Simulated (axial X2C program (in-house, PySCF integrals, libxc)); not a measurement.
# A two-component session on GeP: properties at the nuclei

Aim: properties at the nuclei of GeP, with spin–orbit coupling in the Hamiltonian from the start.

Program: an in-house X2C program for linear molecules on PySCF integrals. Level of theory: two-component X2C with atomic mean-field terms, Ge dyall-cv3z, P dyall-v3z. These are calculated values, not measurements.

### Step 1. Set-up

The input, task.json:

```json
{"zs": [32, 15], "q": 0, "bas": ["dyall-cv3z", "dyall-v3z"], "r0": 2.13, "levels": ["PBE0", "HF", "BP86", "BHandHLYP", "TPSSh"], "nst": 3}
```

Keys: zs atomic numbers; q charge; bas basis sets; r0 starting distance in Å; levels methods (HF also brings MP2); nst determinants followed.

Launch:

```sh
python soeom.py task.json out
```

After this run come: Expectation values, lowest determinant; Expectation values, a higher determinant; Expectation values, a higher determinant.

What does the calculation give? Wanted: lowest determinant; Eeff magnitude; Ws magnitude Ge; A∥/gI Ge; qzz Ge; higher determinant (for each run or level that gives them).

**Answer**, as computed:

```
                                        quantity                                                  value
                              lowest determinant                Ω = 3/2 (excess of +ω over −ω: ω = 3/2)
                    Eeff magnitude (GV/cm), PBE0                                                0.00225
                     Ws magnitude Ge (kHz), PBE0                                                0.00379
                            A∥/gI Ge (MHz), PBE0                                                    123
                             qzz Ge (a.u.), PBE0                                                  -4.50
                              higher determinant                Ω = 1/2 (excess of +ω over −ω: ω = 1/2)
Eeff magnitude (GV/cm), PBE0, higher determinant                                                  0.197
 Ws magnitude Ge (kHz), PBE0, higher determinant                                                  0.172
        A∥/gI Ge (MHz), PBE0, higher determinant                                                    463
         qzz Ge (a.u.), PBE0, higher determinant                                                  -4.56
                              higher determinant  Ω = 1/2 (excess of +ω over −ω: 2 × ω = -1/2, ω = 3/2)
Eeff magnitude (GV/cm), PBE0, higher determinant                                                 0.0531
 Ws magnitude Ge (kHz), PBE0, higher determinant                                                 0.0344
        A∥/gI Ge (MHz), PBE0, higher determinant                                                  -1380
         qzz Ge (a.u.), PBE0, higher determinant                                                  -3.12
```

In the first state, the effective field runs from 0.00225 to 0.261 GV/cm over the mean-field levels, so the levels don't agree on it. The expectation values come from single determinants, which for open shells can mix terms of unlike spin or miss the lowest Ω, so a determinant need not be a state. Eeff is the effective electric field on the electron dipole moment in this Ω state and Ws the scalar–pseudoscalar constant (defined with the proton number Z and per Ω); A∥ is the parallel hyperfine constant, which follows by multiplying with the nuclear g factor gI = μI/(I μN); qzz is the electric field gradient, eQq0 = 234.96 MHz × Q/barn × qzz; μ is positive if P is the positive end. The operators were transformed with the bare-nucleus X2C matrices. A second determinant lies within 0.1 eV of the first, so their order is not settled at this level.
